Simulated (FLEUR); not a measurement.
# GaGe (F-43m) in FLEUR: notebook

Runs on GaGe. Level: PBE. Tasks: single point.

Program: FLEUR MaX-R8.1 (later development tree). These are calculated values, not measurements. Logs are shortened: lines on timing, memory, paths and dates and some standing lists are left out, and cuts for length are marked.

**1. The crystal as given**

It takes space group F-43m (No. 216, cubic). The conventional cell has a = 5.796 Å, b = 5.796 Å, c = 5.796 Å, α = 90.00°, β = 90.00°, γ = 90.00°. Ge (site symmetry -43m) has 4 Ga at 2.51 Å as nearest neighbours. Ga (site symmetry -43m) has 4 Ge at 2.51 Å as nearest neighbours.

The cell comes from a database or a generator and needn't be the stable form of this composition.

**2. Single point, PBE**

Contents of inp.xml:

```xml
<?xml version="1.0" encoding="UTF-8" standalone="no"?>
<fleurInput fleurInputVersion="0.39">
   <comment>
      GaGe                                                                                                
   </comment>
   <calculationSetup>
      <cutoffs Kmax="4.5" Gmax="22.5" GmaxXC="22.5" numbands="0"/>
      <scfLoop itmax="60" minDistance="0.00001" maxIterBroyd="15" imix="Anderson" alpha="0.05" precondParam="0.0" spinf="2.0" sdNocoIR="T"/>
      <coreElectrons ctail="T" frcor="F" kcrel="0" coretail_lmax="0"/>
      <xcFunctional name="pbe" relativisticCorrections="F"/>
      <magnetism jspins="1"/>
      <soc l_soc="F" theta="0.0" phi="0.0" spav="F"/>
      <expertModes spex="0" secvar="F"/>
      <geometryOptimization l_f="F" forcealpha="1.0" forcemix="BFGS" epsdisp="0.00001" epsforce="0.00001"/>
      <ldaU l_linMix="F" mixParam="0.05" spinf="1.0"/>
   </calculationSetup>
   <cell>
      <bzIntegration valenceElectrons="43.0" mode="hist" fermiSmearingEnergy="0.00183747">
         <kPointListSelection listName="default-1"/>
         <!-- k-points included here -->
         <xi:include xmlns:xi="http://www.w3.org/2001/XInclude" href="kpts.xml"> </xi:include>
      </bzIntegration>
      <!-- symmetry operations included here -->
      <xi:include xmlns:xi="http://www.w3.org/2001/XInclude" href="sym.xml"> </xi:include>
      <bulkLattice scale="1.0">
         <bravaisMatrix>
            <row-1>    0.0000000000000000     5.4761315118153622     5.4761315118153622</row-1>
            <row-2>    5.4761315118153622     0.0000000000000000     5.4761315118153622</row-2>
            <row-3>    5.4761315118153622     5.4761315118153622     0.0000000000000000</row-3>
         </bravaisMatrix>
      </bulkLattice>
   </cell>
   <atomSpecies>
      <species name="Germanium (Ge)" element="Ge" atomicNumber="32">
         <mtSphere radius="2.17" gridPoints="727" logIncrement="0.017"/>
         <atomicCutoffs lmax="8" lnonsphr="6"/>
         <electronConfig flipSpins="F">
            <coreConfig>(1s1/2) (2s1/2) (2p1/2) (2p3/2)</coreConfig>
            <valenceConfig>(3s1/2) (3p1/2) (3p3/2) (4s1/2) (3d3/2) (3d5/2) (4p1/2) (4p3/2)</valenceConfig>
            <stateOccupation state="(4p1/2)" spinUp="0.333333" spinDown="0.333333"/>
            <stateOccupation state="(4p3/2)" spinUp="0.666667" spinDown="0.666667"/>
         </electronConfig>
         <energyParameters s="4" p="4" d="3" f="4"/>
         <lo type="SCLO" l="0" n="3" eDeriv="0"/>
         <lo type="SCLO" l="1" n="3" eDeriv="0"/>
         <lo type="SCLO" l="1" n="3" eDeriv="1"/>
         <lo type="HELO" l="2" n="4" eDeriv="0"/>
         <lo type="HELO" l="2" n="4" eDeriv="1"/>
         <lo type="SCLO" l="3" n="4" eDeriv="2"/>
      </species>
      <species name="Gallium (Ga)" element="Ga" atomicNumber="31">
         <mtSphere radius="2.17" gridPoints="727" logIncrement="0.017"/>
         <atomicCutoffs lmax="8" lnonsphr="6"/>
         <electronConfig flipSpins="F">
            <coreConfig>(1s1/2) (2s1/2) (2p1/2) (2p3/2)</coreConfig>
            <valenceConfig>(3s1/2) (3p1/2) (3p3/2) (4s1/2) (3d3/2) (3d5/2) (4p1/2) (4p3/2)</valenceConfig>
            <stateOccupation state="(4p1/2)" spinUp="0.166667" spinDown="0.166667"/>
            <stateOccupation state="(4p3/2)" spinUp="0.333333" spinDown="0.333333"/>
         </electronConfig>
         <energyParameters s="4" p="4" d="3" f="4"/>
         <lo type="SCLO" l="0" n="3" eDeriv="0"/>
         <lo type="SCLO" l="1" n="3" eDeriv="0"/>
         <lo type="SCLO" l="1" n="3" eDeriv="1"/>
         <lo type="HELO" l="2" n="4" eDeriv="0"/>
         <lo type="HELO" l="2" n="4" eDeriv="1"/>
         <lo type="SCLO" l="3" n="4" eDeriv="2"/>
      </species>
   </atomSpecies>
   <atomGroups>
      <atomGroup species="Germanium (Ge)">
         <relPos label="                   1">.0000000000 .0000000000 .0000000000</relPos>
         <force calculate="T" relaxXYZ="TTT"/>
      </atomGroup>
      <atomGroup species="Gallium (Ga)">
         <relPos label="                   2">1.000/4.000 1.000/4.000 1.000/4.000</relPos>
         <force calculate="T" relaxXYZ="TTT"/>
      </atomGroup>
   </atomGroups>
   <output dos="F" band="F" slice="F">
      <checks vchk="F" cdinf="F"/>
      <bandDOS minEnergy="-.5*Htr" maxEnergy="0.5*Htr" sigma="0.015" storeEVData="T"/>
      <vacuumDOS vacdos="F" integ="F" star="F" nstars="0" locx1="0.0" locy1="0.0" locx2="0.0" locy2="0.0" nstm="0" tworkf="0.0"/>
      <unfoldingBand unfoldBand="F" supercellX="1" supercellY="1" supercellZ="1"/>
      <plotting iplot="0" polar="F">
         <plot TwoD="T" vec1="  1.0  0.0  0.0" vec2="  0.0  1.0  0.0" vec3="  0.0  0.0  1.0" zero="  0.0  0.0  0.0" file="plot"/>
      </plotting>
      <chargeDensitySlicing numkpt="0" minEigenval="0.0" maxEigenval="0.0" nnne="0" pallst="F"/>
      <specialOutput eonly="F"/>
      <moessbauerParams electricFieldGradient="T" isomerShift="T" coreHyperfine="T" valenceHyperfine="T"/>
      <magneticCircularDichroism mcd="F" energyLo="-10.0" energyUp="0.0"/>
   </output>
  <!-- We include the file relax.xml here to enable relaxations (see documentation) -->
  <xi:include xmlns:xi="http://www.w3.org/2001/XInclude" href="relax.xml"> <xi:fallback/> </xi:include>
</fleurInput>
```

Contents of crystal.txt:

```
GaGe
&input cartesian=F /
0.0000000000  2.8978440000  2.8978440000
2.8978440000  0.0000000000  2.8978440000
2.8978440000  2.8978440000  0.0000000000
1.8897261246
1.0 1.0 1.0

2
32 0.0000000000  0.0000000000  0.0000000000
31 0.2500000000  0.2500000000  0.2500000000

&kpt div1=8 div2=8 div3=8 gamma=T /
```

Potentials or basis: all-electron, FLAPW.

The run is started by

```console
$ inpgen -f crystal.txt -profile moderate
$ # inp.xml edited to the form shown
$ fleur_MPI
```

Standard output:

```text
Welcome to FLEUR        (www.flapw.de)
      MaX-Release 8.1          (www.max-centre.eu)

 ========== k-point set info ==========
 Selected k-point list: default-1
 k-point list type: mesh
 8 x 8 x 8
 Number of k points: 29

 ------------Calculation Setup---------------------------
 Number of MPI-tasks      :            1
 Number of PE/node        :            1
 Number of OMP-threads    :            1
 Most efficient MPI parallelization for:
           1          29
 Additional eigenvalue parallelization possible
 Number of basis functions:          615
 Approximate size of matrices (H+S) per k-point:         0.011 GB
 --------------------------------------------------------
 Iteration:     1   Distance:       5.18677115 me/bohr^3
 Iteration:     2   Distance:       4.75688414 me/bohr^3
 Iteration:     3   Distance:       2.59893022 me/bohr^3
 Iteration:     4   Distance:       0.64548982 me/bohr^3
 Iteration:     5   Distance:       0.52390082 me/bohr^3
 Iteration:     6   Distance:       0.13127896 me/bohr^3
 Iteration:     7   Distance:       0.06487356 me/bohr^3
 Iteration:     8   Distance:       0.03251730 me/bohr^3
 Iteration:     9   Distance:       0.00450420 me/bohr^3
 Iteration:    10   Distance:       0.00372526 me/bohr^3
 Iteration:    11   Distance:       0.00051333 me/bohr^3
 Iteration:    12   Distance:       0.00011744 me/bohr^3
 Iteration:    13   Distance:       0.00010714 me/bohr^3
 Iteration:    14   Distance:       0.00001152 me/bohr^3
 Iteration:    15   Distance:       0.00000323 me/bohr^3

 ********************************************************************
 Run finished successfully
 Stop message:
   all done
 ********************************************************************
```

out.xml (last iteration):

```text
<iteration numberForCurrentRun="   15" overallNumber="   15">
         <energyParameters units="Htr">
            <atomicEP atomType="1" spin="1" branch="4s" branchLowest="-5.83" branchHighest="0.95" value="-0.1822020336"/>
            <atomicEP atomType="1" spin="1" branch="4p" branchLowest="-3.88" branchHighest="1.64" value="0.0329200627"/>
            <atomicEP atomType="1" spin="1" branch="3d" branchLowest="-9.99" branchHighest="-0.69" value="-0.7106531244"/>
            <atomicEP atomType="1" spin="1" branch="4f" branchLowest="-9.99" branchHighest="3.57" value="0.3926092528"/>
            <loAtomicEP atomType="1" spin="1" branch="3s" branchLowest="-50.04" branchHighest="-5.83" value="-5.8309698205"/>
            <loAtomicEP atomType="1" spin="1" branch="3p" branchLowest="-43.67" branchHighest="-3.88" value="-3.8899656862"/>
            <loAtomicEP atomType="1" spin="1" branch="3p" branchLowest="-43.67" branchHighest="-3.88" value="-3.8899656862"/>
            <heloAtomicEP atomType="1" spin="1" branch="4d" branchLowest="2.07" branchHighest="2.07" value="2.0731129818"/>
            <heloAtomicEP atomType="1" spin="1" branch="4d" branchLowest="2.07" branchHighest="2.07" value="2.0731129818"/>
            <loAtomicEP atomType="1" spin="1" branch="4f" branchLowest="-9.99" branchHighest="3.57" value="0.3926117858"/>
            <atomicEP atomType="2" spin="1" branch="4s" branchLowest="-5.10" branchHighest="1.21" value="-0.0988336420"/>
            <atomicEP atomType="2" spin="1" branch="4p" branchLowest="-3.28" branchHighest="1.90" value="0.0854825612"/>
            <atomicEP atomType="2" spin="1" branch="3d" branchLowest="-9.99" branchHighest="-0.31" value="-0.3579263602"/>
            <atomicEP atomType="2" spin="1" branch="4f" branchLowest="-9.99" branchHighest="3.68" value="0.4302439210"/>
            <loAtomicEP atomType="2" spin="1" branch="3s" branchLowest="-46.03" branchHighest="-5.10" value="-5.1007212958"/>
            <loAtomicEP atomType="2" spin="1" branch="3p" branchLowest="-40.02" branchHighest="-3.28" value="-3.2916453225"/>
            <loAtomicEP atomType="2" spin="1" branch="3p" branchLowest="-40.02" branchHighest="-3.28" value="-3.2916453225"/>
            <heloAtomicEP atomType="2" spin="1" branch="4d" branchLowest="2.26" branchHighest="2.26" value="2.2577907806"/>
            <heloAtomicEP atomType="2" spin="1" branch="4d" branchLowest="2.26" branchHighest="2.26" value="2.2577907806"/>
            <loAtomicEP atomType="2" spin="1" branch="4f" branchLowest="-9.99" branchHighest="3.68" value="0.4302463244"/>
         </energyParameters>
         <eigenvalues>
            <eigenvaluesAt spin="1" ikpt="1" k_x="0.00000000" k_y="0.00000000" k_z="0.00000000">
                      -5.8309683484       -5.1007185835       -3.8878697468       -3.8878697468       -3.8878697468
                      -3.2899550710       -3.2899550710       -3.2899550710       -0.7189695398       -0.7189695398
                      -0.7189695398       -0.7182803275       -0.7182803275       -0.3648674729       -0.3648674729
                      -0.3648674729       -0.3626849457       -0.3626849457       -0.2257790368        0.2232561805
                       0.2232561805        0.2232561805        0.2375475223        0.3216291604        0.3216291604
                       0.3216291604        0.4443931641        0.5547694608        0.5547694608        0.5924366878
                       0.5924366878        0.5924366878        0.6928033105
            </eigenvaluesAt>
            <eigenvaluesAt spin="1" ikpt="2" k_x="0.00000000" k_y="0.00000000" k_z="0.12500000">
                      -5.8309683227       -5.1007185578       -3.8878695964       -3.8878695964       -3.8878691845
                      -3.2899548833       -3.2899548833       -3.2899543818       -0.7189619184       -0.7189531458
                      -0.7189531458       -0.7182729950       -0.7182729950       -0.3650067102       -0.3647671904
                      -0.3647671904       -0.3626896506       -0.3626896506       -0.2190712778        0.1467397032
                       0.2121757818        0.2121757818        0.2678796024        0.3366016486        0.3366016486
[... 32 lines left out ...]
         </valenceDensity>
         <coreStates atomType="     1" atomicNumber=" 32" spin="1" kinEnergy="   1818.6069821411" eigValSum="  -1166.8848503178" lostElectrons=" 0.000000">
            <state n="1" l="0" j="0.5" energy="-402.3470832673" weight="1.0000000000"/>
            <state n="2" l="0" j="0.5" energy="-50.0369489952" weight="1.0000000000"/>
            <state n="2" l="1" j="0.5" energy="-44.4670661728" weight="1.0000000000"/>
            <state n="2" l="1" j="1.5" energy="-43.2956633618" weight="2.0000000000"/>
         </coreStates>
         <coreStates atomType="     2" atomicNumber=" 31" spin="1" kinEnergy="   1695.6499403537" eigValSum="  -1083.2819891364" lostElectrons=" 0.000000">
            <state n="1" l="0" j="0.5" energy="-375.5052760076" weight="1.0000000000"/>
            <state n="2" l="0" j="0.5" energy="-46.0342621707" weight="1.0000000000"/>
            <state n="2" l="1" j="0.5" energy="-40.7113786629" weight="1.0000000000"/>
            <state n="2" l="1" j="1.5" energy="-39.6950388635" weight="2.0000000000"/>
         </coreStates>
         <allElectronCharges>
            <spinDependentCharge spin="1" total="63.0000000" interstitial="3.8572247" mtSpheres="59.1427753"/>
            <totalCharge value="63.0000000001"/>
         </allElectronCharges>
         <moessbauerParams unitsHFF="kG" unitsIS="e/bohr^3" unitsEFG="Htr/bohr^2">
            <coreIsomerShift atomType="1" isTotal="31457.10395">
               <shell n="1" l="0" isomerShift="28559.16960"/>
               <shell n="2" l="0" isomerShift="2872.69985"/>
               <shell n="2" l="1" isomerShift="25.23450"/>
            </coreIsomerShift>
            <coreIsomerShift atomType="2" isTotal="28004.93710">
               <shell n="1" l="0" isomerShift="25450.20974"/>
               <shell n="2" l="0" isomerShift="2534.01023"/>
               <shell n="2" l="1" isomerShift="20.71713"/>
            </coreIsomerShift>
            <isomerShift atomType="1" nucleusRadius="0.0000986" averageDensity="31927.13755"/>
            <isomerShift atomType="2" nucleusRadius="0.0000972" averageDensity="28406.65923"/>
            <electricFieldGradient atomType="1" VXX="0.00000" VYY="0.00000" VZZ="0.00000" asymParam="0.00000">
            </electricFieldGradient>
            <electricFieldGradient atomType="2" VXX="0.00000" VYY="0.00000" VZZ="0.00000" asymParam="0.00000">
            </electricFieldGradient>
         </moessbauerParams>
         <totalEnergy                                    value="    -4043.1869271343" units="Htr">
            <sumOfEigenvalues                            value="    -2325.8832755288">
               <coreElectrons value="-2250.1668394542"/>
               <valenceElectrons value="-75.7164360746"/>
            </sumOfEigenvalues>
            <densityCoulombPotentialIntegral value="-6249.0076602714"/>
            <densityEffectivePotentialIntegral value="-6451.1104732263"/>
            <chargeDenXCDenIntegral value="-155.3994733025"/>
            <FockExchangeEnergyValence value="0.0000000000"/>
            <FockExchangeEnergyCore value="0.0000000000"/>
            <atomTypeDependentContributions atomType="1">
               <electronNucleiInteractionDifferentMTs value="2522.1230893515"/>
               <MadelungTerm value="-16.0216455386"/>
            </atomTypeDependentContributions>
            <atomTypeDependentContributions atomType="2">
               <electronNucleiInteractionDifferentMTs value="2336.3199447700"/>
               <MadelungTerm value="-14.0461417335"/>
            </atomTypeDependentContributions>
            <tkbTimesEntropy value="0.0003129199"/>
            <freeEnergy value="-4043.1872400542"/>
            <extrapolationTo0K value="-4043.1870835942"/>
         </totalEnergy>
         <densityConvergence units="me/bohr^3">
            <chargeDensity spin="1" distance="0.0000032293"/>
         </densityConvergence>
      </iteration>
```

Run time: 97 s. Hardware: 1 thread of Arm Neoverse V2, shared host; peak memory 0.12 GiB.

What came out:

```
Free energy                                           : -110020.7297 eV
Band gap on the k mesh                                : none (metal or under the smearing width)
Valence electrons inside the program's atomic spheres : Ge 19.95; Ga 19.19 (radii Ge 2.17, Ga 2.17 bohr)
```

Core levels (eV from the Fermi level):
| atom | levels |
| --- | --- |
| 1 Ge | 1s1/2 -10952.8, 2s1/2 -1366.0, 2p1/2 -1214.4, 2p3/2 -1182.5 |
| 2 Ga | 1s1/2 -10222.4, 2s1/2 -1257.0, 2p1/2 -1112.2, 2p3/2 -1084.5 |

**3. Single point, PBE**

inp.xml: that of step 2 with these lines changed.

```diff
@@ -6,3 +6,3 @@
    <calculationSetup>
-      <cutoffs Kmax="4.5" Gmax="22.5" GmaxXC="22.5" numbands="0"/>
+      <cutoffs Kmax="5.0" Gmax="25.0" GmaxXC="25.0" numbands="0"/>
       <scfLoop itmax="60" minDistance="0.00001" maxIterBroyd="15" imix="Anderson" alpha="0.05" precondParam="0.0" spinf="2.0" sdNocoIR="T"/>
@@ -35,3 +35,3 @@
          <mtSphere radius="2.17" gridPoints="727" logIncrement="0.017"/>
-         <atomicCutoffs lmax="8" lnonsphr="6"/>
+         <atomicCutoffs lmax="11" lnonsphr="8"/>
          <electronConfig flipSpins="F">
@@ -52,3 +52,3 @@
          <mtSphere radius="2.17" gridPoints="727" logIncrement="0.017"/>
-         <atomicCutoffs lmax="8" lnonsphr="6"/>
+         <atomicCutoffs lmax="11" lnonsphr="8"/>
          <electronConfig flipSpins="F">
```

crystal.txt is that of step 2.

Potentials or basis: all-electron, FLAPW.

The run is started by

```console
$ inpgen -f crystal.txt -profile precise
$ # inp.xml edited to the form shown
$ fleur_MPI
```

It took 3.7 min on 1 thread of Arm Neoverse V2, shared host; peak memory 0.15 GiB.

The run converged. Its results:

```yaml
Free_energy: -110020.7427 eV
Band_gap_on_the_k_mesh: none (metal or under the smearing width)
Valence_electrons_inside_the_program's_atomic_spheres: Ge 19.95; Ga 19.19 (radii Ge 2.17, Ga 2.17 bohr)
```

Levels at points of the mesh, in eV from the Fermi level:
| k point | band 18 | band 19 | band 20 | band 21 | band 22 | band 23 | band 24 | band 25 | band 26 | band 27 |
| --- | --- | --- | --- | --- | --- | --- | --- | --- | --- | --- |
| (0.00, 0.00, 0.00) | -14.26 | -10.53 | 1.69 | 1.69 | 1.69 | 2.07 | 4.36 | 4.36 | 4.36 | 7.70 |
| (0.00, 0.00, 0.50) | -14.25 | -8.57 | -5.36 | 0.38 | 0.38 | 2.07 | 5.34 | 5.34 | 8.20 | 11.43 |
| (0.00, 0.50, 0.50) | -14.25 | -7.52 | -5.81 | -1.25 | -1.25 | 2.33 | 2.43 | 11.02 | 11.02 | 12.25 |

Core levels (eV from the Fermi level):
```csv
atom,levels
1 Ge,"1s1/2 -10952.8, 2s1/2 -1365.9, 2p1/2 -1214.4, 2p3/2 -1182.5"
2 Ga,"1s1/2 -10222.4, 2s1/2 -1257.0, 2p1/2 -1112.2, 2p3/2 -1084.5"
```
